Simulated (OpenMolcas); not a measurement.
# TiBr4 (SMILES [Br][Ti]([Br])([Br])[Br]): PBE0/ANO-RCC-VDZP (DKH8)

Aim: the vertical singlet–triplet gap of TiBr4 at PBE0/ANO-RCC-VDZP (DKH8), from 2 runs. 

Program for the calculation: OpenMolcas 26.06.

## Step 1: The structure to begin with

The species is TiBr4 (5 atoms), meant as a singlet with charge 0. As SMILES, `[Br][Ti]([Br])([Br])[Br]`. The shape comes from GFN2-xTB, which is rough for such elements, and wasn't checked as a minimum.

Bond lengths: Br1–Ti2 2.343 Å, Ti2–Br3 2.342 Å, Ti2–Br4 2.343 Å, Ti2–Br5 2.343 Å. Angles: Br1–Ti2–Br3 109.5°, Br1–Ti2–Br4 109.5°, Br1–Ti2–Br5 109.5°, Br3–Ti2–Br4 109.5°, Br3–Ti2–Br5 109.5°, Br4–Ti2–Br5 109.5°.

## Step 2: The energy at PBE0/ANO-RCC-VDZP (DKH8)

File mol.xyz:

```xyz
5

Br    -1.092350     0.019620     2.072320
Ti     0.000050    -0.000110     0.000060
Br     1.982810    -1.235260     0.174080
Br    -1.392830    -0.981490    -1.607640
Br     0.502310     2.197230    -0.638820
```

File job.inp:

```
>>> EXPORT MOLCAS_PRINT=2

&GATEWAY
 COORD = mol.xyz
 BASIS = ANO-RCC-VDZP
 GROUP = NoSym

&SEWARD
 RELATIVISTIC = R08O02
 EXPERT

&SCF
 KSDFT = PBE0
 PRORBITALS = 0
```

Command:

```bash
$ export MOLCAS_MEM=1860
$ pymolcas job.inp > job.log
```

Log:

```text
--- Start Module: gateway ---
[...]
--- Stop Module: gateway /rc=_RC_ALL_IS_WELL_ ---
--- Start Module: seward ---
[...]
 ###    WARNING:  EXPERT option is ON!                                       ###
 ###############################################################################
               SEWARD will generate:
[...]
      Basis functions          142
--- Stop Module: seward /rc=_RC_ALL_IS_WELL_ ---
[...]
--- Start Module: scf ---
[...]
       Convergence after  17 Iterations
[...]
::    Total KS-DFT energy                          -11278.1356393971
[...]
      Total spin, S                                     0.0000000000
[...]
      Total electronic charge=  162.000000
      Total            charge=   -0.000000
[...]
      Dipole Moment (debye):
      Origin of the operator (angstrom)=   -0.0000    0.0000   -0.0000
                   X=  4.9014E-04               Y= -1.3350E-03               Z=  3.8287E-04           Total=  1.4728E-03
      Quadrupole Moment (debye*angstrom):
[...]
--- Stop Module: scf /rc=_RC_ALL_IS_WELL_ ---
[...]
```

Run time: 2.5 min. Hardware: 1 thread of Arm Neoverse V1, shared host; peak memory 1.2 GiB.

## Step 3: The triplet, same level

mol.xyz is that of step 2.

File job.input:

```
>>> EXPORT MOLCAS_PRINT=2
&GATEWAY
COORD
mol.xyz
BASIS
ANO-RCC-VDZP
GROUP
NoSym
&SEWARD
RELATIVISTIC
R08O02
EXPERT
&SCF
UHF
SPIN
3
KSDFT
PBE0
PRORBITALS
0
```

Command:

```bash
$ export MOLCAS_MEM=1860
$ pymolcas job.input > job.log
```

Log:

```text
--- Start Module: gateway ---
[...]
--- Stop Module: gateway /rc=_RC_ALL_IS_WELL_ ---
--- Start Module: seward ---
[...]
 ###    WARNING:  EXPERT option is ON!                                       ###
 ###############################################################################
               SEWARD will generate:
[...]
      Basis functions          142
--- Stop Module: seward /rc=_RC_ALL_IS_WELL_ ---
[...]
--- Start Module: scf ---
[...]
       Convergence after  39 Iterations
[...]
::    Total KS-DFT energy                          -11278.0332082218
[...]
      Total spin, S                                     1.0022004428
[...]
      Total electronic charge=  162.000000
      Total            charge=   -0.000000
[...]
      Dipole Moment (debye):
      Origin of the operator (angstrom)=   -0.0000    0.0000   -0.0000
                   X= -8.6109E-04               Y=  1.7009E-03               Z= -9.2049E-04           Total=  2.1170E-03
      Quadrupole Moment (debye*angstrom):
[...]
--- Stop Module: scf /rc=_RC_ALL_IS_WELL_ ---
[...]
```

It took 3.7 min on 1 thread of Arm Neoverse V1, shared host; peak memory 1.2 GiB.

## Step 4: What came out

At PBE0/ANO-RCC-VDZP (DKH8):

| quantity | value |
| --- | --- |
| singlet: total energy | -11278.13564 Eh |
| singlet: dipole moment | 0.00 D |
| singlet: HOMO energy | -8.78 eV |
| singlet: LUMO energy | -3.93 eV |
| singlet: HOMO–LUMO gap | 4.85 eV |
| triplet: total energy | -11278.03321 Eh |
| triplet: dipole moment | 0.00 D |
| triplet: HOMO energy (highest over α and β) | -6.43 eV |
| triplet: ⟨S²⟩ | 2.007 |
| vertical energy of the triplet above the singlet | 2.787 eV |

In words: At this shape the triplet lies 2.79 eV (269 kJ/mol) above the singlet. Mulliken charges (singlet) run from -0.15 on Br1 to +0.60 on Ti2. Mulliken charges (triplet) run from -0.15 on Br3 to +0.60 on Ti2.
